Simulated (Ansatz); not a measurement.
# H5PSSi2: basis-set convergence

An exercise on one series of results from a longer session: the logs are not shown, and one member is left open.

Computed with Ansatz 0.2.0, Gaussian basis. Level: one geometry, several basis sets.

The runs, in order: PBE0-D4/def2-SVP; ωB97M-V/def2-SVP; PBE0-D4/def2-QZVPP; ωB97M-V/def2-QZVPP; the functionals' def2-TZVPP values are taken from earlier runs.

### The geometry

An earlier PBE0-D4 in a triple-zeta def2 set relaxation fixed the geometry.

SMILES `S[SiH]1[SiH2]P1`, 9 atoms, charge 0, spin multiplicity 1.

Atoms are counted from 1 here; the program's logs count them from 0.

Bond lengths: S1–Si2 2.125 Å, S1–H5 1.346 Å, Si2–Si3 2.259 Å, Si2–P4 2.275 Å, Si2–H6 1.482 Å, Si3–P4 2.285 Å, Si3–H7 1.481 Å, Si3–H8 1.480 Å, P4–H9 1.426 Å. Angles: Si2–S1–H5 95.5°, S1–Si2–Si3 115.5°, S1–Si2–P4 115.1°, S1–Si2–H6 115.4°, Si3–Si2–P4 60.5°, Si3–Si2–H6 122.7°, P4–Si2–H6 116.1°, Si2–Si3–P4 60.1°, Si2–Si3–H7 122.1°, Si2–Si3–H8 119.0°, P4–Si3–H7 116.7°, P4–Si3–H8 114.2°, H7–Si3–H8 113.6°, Si2–P4–Si3 59.4°, Si2–P4–H9 89.3°, Si3–P4–H9 89.7°.

Set-up of the first run:

in.yaml

```yaml
crystal:
  periodic: [false, false, false]
  atoms:
    - {symbol: S, position_ang: [-2.312098, 1.066896, -0.118950]}
    - {symbol: Si, position_ang: [-0.259430, 0.734759, 0.318921]}
    - {symbol: Si, position_ang: [0.377756, -1.431381, 0.401501]}
    - {symbol: P, position_ang: [0.961769, -0.138791, -1.390171]}
    - {symbol: H, position_ang: [-2.097696, 2.057679, -1.003863]}
    - {symbol: H, position_ang: [0.400122, 1.793761, 1.118053]}
    - {symbol: H, position_ang: [1.479061, -1.894208, 1.276483]}
    - {symbol: H, position_ang: [-0.615391, -2.484847, 0.093013]}
    - {symbol: H, position_ang: [2.154609, 0.249932, -0.711888]}
basis:
  gaussian: {orbitals: def2-SVP}
hamiltonian: {xc: pbe0, dispersion: d4}
output: {orbitals: {seedname: orbitals}}
```

Started as:

```sh
ansatz run in.yaml --threads 2 --pin off --events-out ev --progress --plain --max-ram 4352MiB
```

Steps of the session up to this table: PBE0-D4 in def2-SVP; ωB97M-V in def2-SVP; PBE0-D4 in def2-QZVPP; ωB97M-V in def2-QZVPP.

One of the session's tables, all rows but one given; the rest of the session is left out.

```
functional       basis  HOMO (eV)
   PBE0-D4    def2-SVP      -6.76
   PBE0-D4  def2-TZVPP      -6.73
   PBE0-D4  def2-QZVPP      -6.75
   ωB97M-V    def2-SVP          ?
   ωB97M-V  def2-TZVPP      -8.62
   ωB97M-V  def2-QZVPP      -8.64
```

**Question.** Estimate the row for ωB97M-V, def2-SVP.

As computed: HOMO (eV): -8.61. In the column «HOMO (eV)» it lies between ωB97M-V, def2-TZVPP (-8.62) and PBE0-D4, def2-SVP (-6.76).
